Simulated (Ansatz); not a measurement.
# Ti: the cost of one run

Method: DFT PBEsol, scalar-relativistic, plane waves, PAW, in Ansatz 0.2.0.

## Step 1: Starting point

It takes space group Fm-3m (No. 225, cubic). The conventional cell has a = 4.060 Å, b = 4.060 Å, c = 4.060 Å, α = 90.00°, β = 90.00°, γ = 90.00°. Ti (site symmetry m-3m) is surrounded by 12 Ti at 2.87 Å.

As a file:

```cif
data_structure
_symmetry_space_group_name_H-M 'Fm-3m'
_symmetry_Int_Tables_number 225
_cell_length_a 4.0600
_cell_length_b 4.0600
_cell_length_c 4.0600
_cell_angle_alpha 90.000
_cell_angle_beta 90.000
_cell_angle_gamma 90.000
_cell_volume 66.92
loop_
_atom_site_label
_atom_site_type_symbol
_atom_site_symmetry_multiplicity
_atom_site_Wyckoff_symbol
_atom_site_fract_x
_atom_site_fract_y
_atom_site_fract_z
_atom_site_occupancy
Ti1 Ti 4 a 0.00000 0.00000 0.00000 1
```

No relaxation comes first: the listed cell is the starting point.

## Step 2: The reference cell

The reference gives a free energy of -2473.8497 eV, pressure -0.28 GPa, largest force 0.000 eV/Å and gap on the mesh none (metal). It was computed beforehand with the settings of the runs below.

## Step 3: Next: a tetragonal deformation path

At fixed volume and fractional coordinates, lengths along (0.000, 0.000, 1.000) are scaled against those across it; ρ is that ratio over its starting value.

## Step 4: At ρ = 0.707

File input.yaml:

```yaml
crystal:
  lattice:
    - [0.0, 2.2787126677, 1.6110498561]
    - [2.2787126677, 0.0, 1.6110498561]
    - [2.2787126677, 2.2787126677, 0.0]
  atoms:
    - { symbol: Ti, position: [0.0, 0.0, 0.0] }
basis:
  ecutwfc: 420
kpoints:
  mp_grid: { grid: [22, 22, 22] }
hamiltonian:
  xc: pbesol
scf:
  occupations: { method: gaussian, width: 0.15 }
output:
  forces: true
  stress: true
  eigenvalues: true
```

Command:

```bash
$ ansatz run input.yaml --threads 1 --pin off --max-ram 2560MiB --backend cpu --events-out ev --progress --plain --runs-dir out
```

Q: Estimate wall time and peak memory on 1 thread of Intel Xeon at 2.50GHz (Skylake/Cascade Lake), shared host.

About 17 s, with a peak of 0.45 GiB.
